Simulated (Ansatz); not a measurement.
# C₂H₁₃AlOSi₂: basis-set convergence

One table from this session's results is given with a row withheld; the runs are named, their logs left out.

The runs use Ansatz 0.2.0, Gaussian basis; one geometry, several basis sets.

Plan: PBE0-D4/def2-SVP; ωB97M-V/def2-SVP; PBE0-D4/def2-QZVPP; ωB97M-V/def2-QZVPP; the functionals' def2-TZVPP values are taken from earlier runs.

### The relaxed structure

The geometry comes from an earlier relaxation with PBE0-D4 in a triple-zeta def2 set; it is a stationary point, not always the lowest conformer.

SMILES `[CH3][AlH-]([CH3])[O+]([SiH3])[SiH3]`, 19 atoms, charge 0, spin multiplicity 1.

Atoms are counted from 1 here; the program's logs count them from 0.

Bond lengths: C1–Al2 1.965 Å, C1–H7 1.095 Å, C1–H8 1.095 Å, C1–H9 1.096 Å, Al2–C3 1.965 Å, Al2–O4 1.997 Å, Al2–H10 1.625 Å, C3–H11 1.095 Å, C3–H12 1.095 Å, C3–H13 1.096 Å, O4–Si5 1.684 Å, O4–Si6 1.703 Å, Si5–H14 1.481 Å, Si5–H15 1.477 Å, Si5–H16 1.481 Å, Si6–H17 1.474 Å, Si6–H18 1.494 Å, Si6–H19 1.474 Å. Angles: Al2–C1–H7 112.4°, Al2–C1–H8 112.5°, Al2–C1–H9 110.9°, H7–C1–H8 107.6°, H7–C1–H9 106.7°, H8–C1–H9 106.4°, C1–Al2–C3 120.4°, C1–Al2–O4 103.9°, C1–Al2–H10 116.6°, C3–Al2–O4 103.9°, C3–Al2–H10 116.6°, O4–Al2–H10 86.9°, Al2–C3–H11 112.5°, Al2–C3–H12 112.4°, Al2–C3–H13 110.9°, H11–C3–H12 107.6°, H11–C3–H13 106.4°, H12–C3–H13 106.7° and more.

The first run:

File in.yaml:

```yaml
crystal:
  periodic: [false, false, false]
  atoms:
    - {symbol: C, position_ang: [2.244058, -0.756869, -0.360238]}
    - {symbol: Al, position_ang: [0.313225, -0.840840, -0.713052]}
    - {symbol: C, position_ang: [-0.780789, -2.268606, 0.076834]}
    - {symbol: O, position_ang: [-0.399080, 0.826620, 0.123601]}
    - {symbol: Si, position_ang: [-0.343882, 1.185546, 1.767758]}
    - {symbol: Si, position_ang: [-1.061028, 1.812695, -1.096716]}
    - {symbol: H, position_ang: [2.686816, 0.190769, -0.683466]}
    - {symbol: H, position_ang: [2.481772, -0.889066, 0.700874]}
    - {symbol: H, position_ang: [2.774195, -1.551259, -0.896964]}
    - {symbol: H, position_ang: [-0.192260, -0.239109, -2.135599]}
    - {symbol: H, position_ang: [-0.571171, -2.415586, 1.141947]}
    - {symbol: H, position_ang: [-1.853966, -2.078230, -0.026520]}
    - {symbol: H, position_ang: [-0.582851, -3.228609, -0.412470]}
    - {symbol: H, position_ang: [0.431896, 2.432712, 1.954376]}
    - {symbol: H, position_ang: [0.321773, 0.033276, 2.408793]}
    - {symbol: H, position_ang: [-1.729206, 1.355220, 2.261922]}
    - {symbol: H, position_ang: [-0.022126, 2.269341, -2.037521]}
    - {symbol: H, position_ang: [-1.526664, 2.982972, -0.293341]}
    - {symbol: H, position_ang: [-2.232611, 1.174823, -1.723917]}
basis:
  gaussian: {orbitals: def2-SVP}
hamiltonian: {xc: pbe0, dispersion: d4}
output: {orbitals: {seedname: orbitals}}
```

Among the steps run: PBE0-D4 in def2-SVP; ωB97M-V in def2-SVP; PBE0-D4 in def2-QZVPP; ωB97M-V in def2-QZVPP.

One of the session's tables, all rows but one given; the rest of the session is left out.

It belongs to the step «Functionals by basis». 

```
functional       basis  HOMO (eV)
   PBE0-D4    def2-SVP          ?
   PBE0-D4  def2-TZVPP      -7.17
   PBE0-D4  def2-QZVPP      -7.18
   ωB97M-V    def2-SVP      -9.35
   ωB97M-V  def2-TZVPP      -9.43
   ωB97M-V  def2-QZVPP      -9.43
```

**Question.** Estimate the row for PBE0-D4, def2-SVP.

**Answer.** HOMO (eV): -7.11. In the column «HOMO (eV)» it is the highest.
